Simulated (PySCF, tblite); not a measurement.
# C34H16: electronic excitations, NMR shifts

What do calculations give for the electronic excitations, NMR shifts of C34H16 (`c1ccc2c(c1)c1ccc3cc4cccc5c6cccc7cc8ccc2c2c8c(c76)c(c45)c3c12`)?

Computed with tblite 0.8.0 and PySCF 2.14.0 and routines of our own; the level stands in each step. Atoms count from 0.

## (1) The system as given

50 atoms, charge 0, multiplicity 1; geometry from: force field, distance geometry or constructed start.

## (2) Geometry optimisation with GFN2-xTB

The job: settings as JSON, then the geometry in Å.

```
{"job": {"kind": "relax", "xc": "GFN2-xTB", "basis": "xTB"}, "charge": 0, "multiplicity": 1}
C      6.305000     0.525200     0.145100
C      6.261900    -0.846700     0.104800
C      5.036900    -1.500700     0.087300
C      3.785900    -0.802400     0.088600
C      3.821800     0.610400     0.134300
C      5.098100     1.237900     0.153400
C      2.594800     1.354800     0.137400
C      2.554500     2.768600     0.177600
C      1.358000     3.476800     0.185100
C      0.137100     2.806500     0.161300
C     -1.055500     3.531600     0.167300
C     -2.291500     2.883700     0.144000
C     -3.467800     3.642700     0.159600
C     -4.695800     3.012600     0.127200
C     -4.763700     1.626800     0.094400
C     -3.601800     0.808600     0.088400
C     -3.636000    -0.620600     0.046600
C     -4.838900    -1.378900     0.016900
C     -4.846000    -2.766700    -0.014800
C     -3.642600    -3.458800    -0.023400
C     -2.435200    -2.760900     0.001800
C     -1.232800    -3.472700    -0.009200
C      0.000100    -2.806200     0.023300
C      1.172100    -3.548100     0.005200
C      2.407300    -2.890400     0.033000
C      2.516300    -1.485200     0.071000
C      1.313500    -0.737000     0.077900
C      0.049200    -1.401800     0.053900
C     -1.166200    -0.672300     0.060300
C     -2.414900    -1.346900     0.039600
C     -1.127500     0.732200     0.096900
C     -2.346200     1.470600     0.108100
C      0.120100     1.398100     0.122100
C      1.350800     0.669700     0.118100
H      7.251000     1.056000     0.163600
H      7.187100    -1.422300     0.101000
H      5.070600    -2.583100     0.055100
H      5.197300     2.322400     0.181400
H      3.459600     3.357300     0.197600
H      1.388700     4.569000     0.214400
H     -1.018800     4.618300     0.200900
H     -3.422500     4.723100     0.186100
H     -5.607200     3.601900     0.134500
H     -5.752200     1.182600     0.074100
H     -5.811200    -0.884900     0.025700
H     -5.790000    -3.306900    -0.041200
H     -3.662400    -4.546600    -0.054200
H     -1.253100    -4.559800    -0.034300
H      1.160900    -4.630700    -0.020600
H      3.284700    -3.533400     0.024300
```

Command:

```bash
OMP_NUM_THREADS=2 python large_run.py task.json out
```

The driver reads the jobs from task.json and runs them one after another.

Standard output:

```text
step      E/eV     max force
  0   -2206.06921    2.732
  1   -2206.29981    1.048
  2   -2206.34933    0.277
  3   -2206.36288    0.216
  4   -2206.37986    0.202
  5   -2206.39123    0.184
  6   -2206.40647    0.180
  7   -2206.41576    0.162
  8   -2206.42161    0.152
  9   -2206.42531    0.120
 10   -2206.42840    0.084
 11   -2206.43064    0.074
 12   -2206.43201    0.055
 13   -2206.43266    0.035
 14   -2206.43293    0.025
 15   -2206.43309    0.019
```

Run time: 0.55 s. Hardware: 2 threads of Arm Neoverse V2, shared host; peak memory 0.18 GiB.

Along the way:

| step | energy from step 0 (eV) | largest force (eV/Å) |
| --- | --- | --- |
| 0 | 0.0000 | 2.7330 |
| 1 | -0.2306 | 1.0476 |
| 2 | -0.2801 | 0.2768 |
| 3 | -0.2937 | 0.2160 |
| 4 | -0.3106 | 0.2022 |
| 5 | -0.3220 | 0.1838 |
| 6 | -0.3373 | 0.1800 |
| 7 | -0.3465 | 0.1616 |
| 8 | -0.3524 | 0.1517 |
| 9 | -0.3561 | 0.1203 |
| 10 | -0.3592 | 0.0840 |
| 11 | -0.3614 | 0.0744 |
| 12 | -0.3628 | 0.0550 |
| 13 | -0.3634 | 0.0352 |
| 14 | -0.3637 | 0.0257 |
| 15 | -0.3639 | 0.0192 |

Close pairs (by a distance rule), those that changed most:

| bond | before (Å) | after (Å) | change (Å) |
| --- | --- | --- | --- |
| C23–C24 | 1.400 | 1.354 | -0.046 |
| C7–C8 | 1.390 | 1.354 | -0.036 |
| C16–C17 | 1.422 | 1.386 | -0.036 |
| C14–C15 | 1.421 | 1.386 | -0.035 |
| C0–C5 | 1.402 | 1.368 | -0.033 |
| C22–C23 | 1.387 | 1.420 | +0.033 |
| C8–C9 | 1.393 | 1.420 | +0.027 |
| C15–C16 | 1.430 | 1.455 | +0.025 |

The end geometry stands in the next job.

## (3) Vibrational analysis with GFN2-xTB

The job: settings as JSON, then the geometry in Å.

```
{"job": {"kind": "ir", "xc": "GFN2-xTB", "basis": "xTB"}, "charge": 0, "multiplicity": 1}
C      6.229875     0.538584     0.143666
C      6.194152    -0.855827     0.107928
C      4.989939    -1.504708     0.083526
C      3.766691    -0.805818     0.093938
C      3.802924     0.612553     0.129458
C      5.060021     1.248056     0.154297
C      2.577785     1.357019     0.140307
C      2.565476     2.777514     0.176352
C      1.410101     3.483858     0.186552
C      0.150019     2.829996     0.161216
C     -1.037372     3.541173     0.171207
C     -2.278856     2.897831     0.146082
C     -3.480044     3.635292     0.155690
C     -4.684382     2.989094     0.128907
C     -4.738154     1.595727     0.093067
C     -3.589418     0.819806     0.083146
C     -3.626433    -0.634002     0.046574
C     -4.813336    -1.349643     0.019431
C     -4.830622    -2.743913    -0.016252
C     -3.660783    -3.451107    -0.025088
C     -2.423482    -2.776460     0.001455
C     -1.216471    -3.482584    -0.007414
C      0.005609    -2.833257     0.017364
C      1.230765    -3.550957     0.008163
C      2.420521    -2.904782     0.032442
C      2.505200    -1.486584     0.068074
C      1.308343    -0.746537     0.078566
C      0.051115    -1.409881     0.053577
C     -1.155428    -0.684062     0.063259
C     -2.399890    -1.353314     0.037368
C     -1.118987     0.743088     0.099412
C     -2.327777     1.475268     0.109464
C      0.122985     1.406171     0.125014
C      1.344822     0.679351     0.114491
H      7.178785     1.053510     0.162983
H      7.115601    -1.418558     0.099239
H      4.994575    -2.581804     0.055743
H      5.119327     2.323449     0.181522
H      3.497547     3.317654     0.197255
H      1.426350     4.564411     0.214135
H     -1.006196     4.621235     0.199237
H     -3.428005     4.713680     0.184234
H     -5.606184     3.552660     0.135718
H     -5.712293     1.134420     0.073609
H     -5.762397    -0.838374     0.026115
H     -5.779896    -3.259466    -0.037105
H     -3.664134    -4.530709    -0.053084
H     -1.240656    -4.562801    -0.034539
H      1.191693    -4.631056    -0.019250
H      3.324260    -3.491735     0.024580
```

Standard output:

```text
mode    cm-1     km/mol
  1      19.8      0.37
  2      31.2      0.09
  3      57.1      0.03
  4      85.4      0.03
  5      94.3      1.14
  6     102.9      0.02
  7     138.9      0.16
  8     198.9      1.45
  9     200.6      0.06
 10     215.6      0.16
 11     227.6      0.30
 12     267.5      0.10
 13     276.9      0.00
 14     291.0      0.05
 15     305.1      0.01
 16     310.7      0.01
 17     312.2      0.24
 18     326.4      0.03
 19     346.2      0.08
 20     371.8      0.16
 21     393.5      0.13
 22     425.6      1.20
 23     426.7      2.19
 24     449.3      0.24
 25     455.6      0.64
 26     462.5      0.00
 27     472.4      0.15
 28     493.4      0.31
 29     494.6      0.45
 30     496.3      1.77
 31     504.0      1.99
 32     508.5      0.21
 33     546.9      0.41
 34     549.0      0.01
 35     549.6      0.18
 36     573.5      0.08
 37     589.0      0.18
 38     597.5      0.93
 39     606.4      0.69
 40     608.1      1.07
 41     615.9      2.77
 42     627.6      0.01
 43     650.9      0.11
 44     663.1      0.33
 45     695.1      1.88
 46     702.4      0.30
 47     707.7      0.07
 48     725.2      1.42
 49     734.2      1.17
 50     744.9      0.05
 51     762.1     42.38
 52     766.5      0.16
 53     767.1      1.77
 54     772.6     12.30
 55     775.9      1.00
 56     786.3      0.03
 57     808.5      2.73
 58     811.8      0.73
 59     830.1      0.84
 60     844.5      0.08
 61     847.2     43.05
 62     854.7      0.28
 63     871.4      0.23
 64     878.9      2.00
 65     883.1      1.54
 66     895.2      0.55
 67     900.9      0.56
 68     908.7      1.03
 69     913.2      0.13
 70     919.8      0.17
 71     921.8      0.10
 72     922.6      0.25
 73     923.0      0.04
 74     965.5      0.16
 75    1034.5      0.11
 76    1045.1      1.50
 77    1076.0      0.87
 78    1095.1      0.07
 79    1109.2      0.02
 80    1120.6      0.20
 81    1144.9      0.41
 82    1151.0      0.28
 83    1170.2      5.22
 84    1175.8      0.31
 85    1175.9      5.91
 86    1181.7      0.49
 87    1191.3      0.14
 88    1191.6      1.38
 89    1206.0      0.09
 90    1220.2      1.19
 91    1253.1      0.66
 92    1257.5      5.81
 93    1273.8      0.51
 94    1276.4     14.27
 95    1285.3      3.88
 96    1310.5      2.95
 97    1315.5      1.04
 98    1322.4      3.16
 99    1332.4      0.05
100    1342.5      0.32
101    1351.1      0.45
102    1359.9      0.23
103    1368.7      0.21
104    1384.4      0.03
105    1398.0      1.00
106    1398.3      0.93
107    1400.0      0.29
108    1411.0      0.11
109    1416.6      0.13
110    1421.0      0.69
111    1434.6      0.32
112    1444.2      0.33
113    1445.6      0.12
114    1472.6      1.29
115    1473.9      0.27
116    1485.4      0.34
117    1487.3      0.09
118    1519.1      0.86
119    1521.5      0.00
120    1542.3      0.22
121    1551.7      0.04
122    1567.7      0.95
123    1572.0      0.00
124    1579.9      0.21
125    1581.2      0.63
126    1597.6      2.41
127    1597.7      1.76
128    1611.4      1.47
129    3067.9     18.05
130    3068.9      3.67
131    3072.4     31.03
132    3072.9     10.94
133    3074.7     26.50
134    3074.9     27.50
135    3079.3     22.50
136    3086.1    167.21
137    3087.2     71.98
138    3089.1     91.33
139    3100.7      1.54
140    3103.8      2.16
141    3105.7      0.63
142    3112.4     86.59
143    3117.9     79.80
144    3119.3     69.19
```

Run time: 9.6 s. Hardware: 2 threads of Arm Neoverse V2, shared host; peak memory 0.18 GiB.

The strongest bands and the atoms that carry them (share of the mass-weighted mode):

| cm⁻¹ | km/mol | atoms |
| --- | --- | --- |
| 762 | 42.4 | H35 17 %, H34 17 %, H37 12 %, H36 12 % |
| 847 | 43.0 | H40 26 %, H47 26 % |
| 3086 | 167.2 | H41 41 %, H46 22 %, H42 14 % |
| 3087 | 72.0 | H46 39 %, H41 21 %, H45 17 %, H42 10 % |
| 3089 | 91.3 | H35 41 %, H34 39 % |
| 3112 | 86.6 | H43 46 %, H44 44 % |
| 3118 | 79.8 | H36 48 %, H49 34 % |
| 3119 | 69.2 | H37 45 %, H38 36 % |

## (4) Electronic excitations: TDDFT B3LYP/6-31G*

Settings changed since step 3:

```diff
@@ -1,2 +1,2 @@
-{"job": {"kind": "ir", "xc": "GFN2-xTB", "basis": "xTB"}, "charge": 0, "multiplicity": 1}
+{"job": {"kind": "uv", "basis": "6-31G*", "grid": 1, "kgrid": 0, "vcut": 1.5, "nstates": 6, "ntriplets": 2, "tda": false, "delta": [], "pop": true, "xc": "B3LYP"}, "charge": 0, "multiplicity": 1}
 C      6.229875     0.538584     0.143666
```

Level: TDDFT B3LYP/6-31G*, vertical, gas phase, core orbitals frozen in the response, virtual orbitals cut by energy.

Standard output:

```text
start: PBE on a coarse grid of 43661 points
cycle   1  E = -1303.8826802186  dE =  6.502e+00  |g| = 9.005e-01  |ddm| = 1.097e+01
cycle   2  E = -1303.8105675289  dE =  7.211e-02  |g| = 1.051e+00  |ddm| = 3.085e+00
cycle   3  E = -1304.0907517560  dE = -2.802e-01  |g| = 3.389e-01  |ddm| = 1.817e+00
cycle   4  E = -1304.1192939040  dE = -2.854e-02  |g| = 1.363e-01  |ddm| = 5.804e-01
cycle   5  E = -1304.1250822361  dE = -5.788e-03  |g| = 3.791e-02  |ddm| = 2.442e-01
cycle   6  E = -1304.1254374372  dE = -3.552e-04  |g| = 1.475e-02  |ddm| = 6.476e-02
cycle   7  E = -1304.1254909490  dE = -5.351e-05  |g| = 7.950e-03  |ddm| = 2.778e-02
final grid: 192461 points
cycle   8  E = -1305.3626891523  dE = -9.977e-03  |g| = 2.901e-02  |ddm| = 5.787e-01
cycle   9  E = -1305.3624789420  dE =  2.102e-04  |g| = 4.071e-02  |ddm| = 1.452e-01
cycle  10  E = -1305.3629359261  dE = -4.570e-04  |g| = 1.286e-02  |ddm| = 6.873e-02
cycle  11  E = -1305.3629839407  dE = -4.801e-05  |g| = 3.678e-03  |ddm| = 2.060e-02
cycle  12  E = -1305.3629807829  dE =  3.158e-06  |g| = 1.890e-03  |ddm| = 6.456e-03
cycle  13  E = -1305.3629839108  dE = -3.128e-06  |g| = 5.211e-04  |ddm| = 2.852e-03
cycle  14  E = -1305.3629821410  dE =  1.770e-06  |g| = 1.902e-04  |ddm| = 9.870e-04
cycle  15  E = -1305.3629841120  dE = -1.971e-06  |g| = 7.505e-05  |ddm| = 5.367e-04
converged SCF energy = -1305.3629841120

Static polarisability (au): isotropic 429.296, principal 93.963 519.707 674.217

Singlet excitations
state   eV       nm        f      main configurations
  1   2.0096    617.0   0.21077   H->L 0.98
  2   2.9694    417.5   0.00083   H-2->L 0.49, H->L+2 0.49
  3   3.0266    409.6   0.00045   H-1->L 0.50, H->L+1 0.32, H->L+3 0.14
  4   3.1211    397.2   0.00118   H->L+3 0.70, H-1->L 0.28
  5   3.2335    383.4   0.00318   H->L+1 0.55, H-3->L 0.27, H-1->L 0.09
  6   3.4062    364.0   0.02243   H->L+4 0.61, H-4->L 0.30

Triplet excitations (Tamm-Dancoff, eV): 1.0935 2.4255
```

Wall time 86 s (2 threads of Arm Neoverse V2, shared host); peak memory 1.7 GiB.

The orbitals next to the gap, with their largest atomic shares:

| orbital | eV | atoms |
| --- | --- | --- |
| HOMO−4 | -6.45 | C30 9 %, C28 9 %, C10 7 % |
| HOMO−3 | -6.39 | C2 8 %, C5 8 %, C29 8 % |
| HOMO−2 | -6.03 | C4 10 %, C3 10 %, C1 7 % |
| HOMO−1 | -5.99 | C19 7 %, C12 7 %, C2 6 % |
| HOMO | -4.50 | C10 11 %, C21 11 %, C17 6 % |
| LUMO | -2.38 | C10 10 %, C21 10 %, C17 7 % |
| LUMO+1 | -0.84 | C2 7 %, C5 7 %, C19 6 % |
| LUMO+2 | -0.81 | C3 10 %, C4 10 %, C1 7 % |
| LUMO+3 | -0.72 | C7 7 %, C24 7 %, C31 7 % |

With each of the 6 states as a Gaussian band of 0.4 eV half-width at 1/e, the curve within the window shown has maxima at 617 nm (ε 8,500), 368 nm (ε 1,100) L/(mol cm). Beyond the last state computed it falls off for lack of states. The curve at chosen wavelengths:

nm, ε (L/mol/cm) and a bar:
```
      335        557 #
      357       1002 ##
      379       1016 ##
      400        728 #
      422        438 
      444        372 
      466        676 #
      488       1477 ####
      509       2725 #########
      531       4374 ###############
      553       6057 #####################
      575       7438 ##########################
      597       8286 #############################
      618       8534 ##############################
      640       8270 #############################
      662       7610 ###########################
      684       6717 #######################
      706       5733 ####################
      727       4806 ################
      749       3913 #############
      771       3131 ##########
      793       2473 ########
      815       1933 ######
      836       1517 ####
      858       1171 ###
      880        900 ##
```

Ground-state properties from the same run:

| property | computed |
| --- | --- |
| dipole moment (D) | 0.02 |
| polarisability (Å³) | 63.62 |
| HOMO–LUMO gap (eV) | 2.12 |
| −ε(HOMO) (eV) | 4.50 |

[end of part 1 of 2]
